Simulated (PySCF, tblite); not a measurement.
# C₆H₉OP: geometry, infrared bands and NMR shifts

Aim: predict the infrared bands and NMR shifts of C₆H₉OP (`CC1=C[P@]1(=O)C1CC1`).

Programs: tblite 0.8.0 and PySCF 2.14.0, with density-fitted response routines of our own. Each step states its level of theory. These are calculated values for one molecule in the gas phase, unless marked as measured. Atoms count from 0, in the outputs and in this text.

## (1) The starting structure

17 atoms, charge 0, multiplicity 1; geometry from: force field or distance geometry start.

Bonds of the start (Å): C0–C1 1.52, C1–C2 1.32, C2–P3 1.80, P3–O4 1.51, P3–C5 1.80, C5–C6 1.53, C6–C7 1.52, P3–C1 1.77, C7–C5 1.50, C0–H8 1.12, C0–H9 1.11, C0–H10 1.08, C2–H11 1.10, C5–H12 1.09, C6–H13 1.12, C6–H14 1.09, C7–H15 1.12, C7–H16 1.10.

## (2) Relaxing the molecule with GFN2-xTB

The job: settings as JSON, then the geometry in Å.

```
{"job": {"kind": "relax", "xc": "GFN2-xTB", "basis": "xTB"}, "charge": 0, "multiplicity": 1}
C      3.130700     0.623100     0.155600
C      1.840000    -0.172300     0.108100
C      1.277400    -1.280200    -0.344300
P      0.150800    -0.273700     0.641300
O     -0.222900    -0.904900     1.957300
C     -1.190800     0.404800    -0.344900
C     -2.362400    -0.573000    -0.401000
C     -2.500500     0.777500     0.274100
H      3.577900     0.561500     1.178800
H      2.855200     1.684600    -0.002200
H      3.826700     0.307100    -0.611700
H      1.381800    -2.199300    -0.946000
H     -0.962800     0.903200    -1.283300
H     -2.338200    -1.444300     0.302800
H     -2.706600    -0.733300    -1.419100
H     -3.138000     1.473900    -0.336900
H     -2.625300     0.857300     1.360400
```

Run with:

```
OMP_NUM_THREADS=1 python probes_run.py task.json out
```

The driver reads the jobs from task.json and runs them one after another.

**Question.** This job is followed by: GFN2-xTB harmonic vibrations, gas phase; GIAO PBE0/pcSseg-1 NMR shielding, non-relativistic, gas phase. What will the session give for the following? strongest single infrared mode (GFN2-xTB); zero-point energy (GFN2-xTB); ¹³C shifts against TMS (PBE0/pcSseg-1); ¹H shifts against TMS (PBE0/pcSseg-1, means over atoms taken as alike); ³¹P shifts against H3PO4 (PBE0/pcSseg-1); ¹⁷O shifts against H2O (PBE0/pcSseg-1).

As calculated:

| quantity | value |
| --- | --- |
| strongest single infrared mode (GFN2-xTB) | 1272 cm⁻¹, 273 km/mol |
| zero-point energy (GFN2-xTB) | 83.3 kcal/mol |
| ¹³C shifts against TMS (PBE0/pcSseg-1) | 185.9, 163.7, 19.5, 13.6, 4.3, 3.9 ppm |
| ¹H shifts against TMS (PBE0/pcSseg-1, means over atoms taken as alike) | 8.90, 2.49, 1.12, 1.10, 0.81, 0.80, 0.11 ppm |
| ³¹P shifts against H3PO4 (PBE0/pcSseg-1) | -90.8 ppm |
| ¹⁷O shifts against H2O (PBE0/pcSseg-1) | 74.8 ppm |

**Reading.** Over 109 steps the energy fell by 0.577 eV; of the close pairs, C0–C1 changed most, 1.517 to 1.472 Å. All 45 modes are real, so the xTB geometry is a minimum. The strongest single mode, at 1272 cm⁻¹, moves mainly O4 and P3. GFN2-xTB is a fitted tight-binding method: band positions and strengths are rough. Its intensities can rank the bands wrongly. At PBE0/pcSseg-1: The widest tensor belongs to P3: span 506 ppm, with a paramagnetic part of -555 ppm.
